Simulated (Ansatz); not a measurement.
# Al8N7: the cost of one run

Method: DFT PBE, plane waves, PAW, scalar-relativistic, collinear spin, in Ansatz 0.2.0.

### Step 1. The system as given

The cell holds 15 atoms (Al8N7): a = 6.162 Å, b = 5.336 Å, c = 5.031 Å, α = 90.00°, β = 90.00°, γ = 90.00°.

Structure file:

```xyz
15
Lattice="-3.0810 -5.3364 0.0000 4.6215 -2.6682 0.0000 0.0000 0.0000 5.0310" Properties=species:S:1:pos:R:3 pbc="T T T"
Al    0.0220   -3.6038   -0.0147
Al    1.5467   -4.4470    2.4964
N     0.0290   -3.5793    1.9378
N     1.6010   -4.3845    4.4713
Al    3.0835   -3.5253    0.0387
Al   -0.0485   -1.7760    2.5580
N     3.0818   -3.5981    1.9117
N    -0.0499   -1.7723    4.4177
Al    1.5266   -0.8212    0.0503
Al    3.0965   -1.7830    2.5265
N     1.4992   -0.9007    1.9322
N     3.0815   -1.7159    4.4279
Al    1.5302   -6.2137   -0.0063
Al   -1.5110   -4.4185    2.5289
N    -1.5610   -4.4814    4.4624
```

### Step 2. End point A

Input file input.yaml:

```yaml
crystal:
  lattice:
    - [-3.081, -5.336449, 0.0]
    - [4.6215, -2.668224, 0.0]
    - [0.0, 0.0, 5.031]
  atoms:
    - { symbol: Al, position: [0.5047097, 0.3412341, -0.0029234] }
    - { symbol: Al, position: [0.4994924, 0.667666, 0.4962022] }
    - { symbol: "N", position: [0.5006989, 0.3400706, 0.3851787] }
    - { symbol: "N", position: [0.4863052, 0.6706343, 0.8887519] }
    - { symbol: Al, position: [0.2452549, 0.8307011, 0.0076865] }
    - { symbol: Al, position: [0.2535434, 0.1585333, 0.5084547] }
    - { symbol: "N", position: [0.2556223, 0.837264, 0.3799923] }
    - { symbol: "N", position: [0.2531422, 0.1579545, 0.8780873] }
    - { symbol: Al, position: [-0.0084581, 0.3246845, 0.0099883] }
    - { symbol: Al, position: [-0.0006786, 0.6695734, 0.5021889] }
    - { symbol: "N", position: [0.0049399, 0.3276794, 0.3840598] }
    - { symbol: "N", position: [-0.008883, 0.6608522, 0.8801212], spin: 1.0 }
    - { symbol: Al, position: [0.7491279, 0.830513, -0.0012584] }
    - { symbol: Al, position: [0.743591, 0.1687841, 0.5026605] }
    - { symbol: "N", position: [0.7564925, 0.1665621, 0.8869843] }
magnetization:
  spin_polarized: true
basis:
  ecutwfc: 420.0
kpoints:
  mp_grid: { grid: [2, 2, 2] }
hamiltonian:
  xc: pbe
  pseudopotentials: { kind: paw, azcp: { folder: soft_1 } }
scf:
  occupations: { method: gaussian, width: 0.05 }
  lower_state_search: "off"
relax:
  f_tol: 0.03
  max_steps: 60
  adjacent_minimum: "off"
```

On the command line:

```console
$ ansatz run input.yaml --threads 1 --pin off --max-ram 3072MiB --backend cpu --events-out ev --progress --plain --runs-dir out
```

**Question.** How long does this run take on 1 thread of Arm Neoverse V1, shared host, and how much memory does it need?

About 74 s, with a peak of 0.43 GiB.
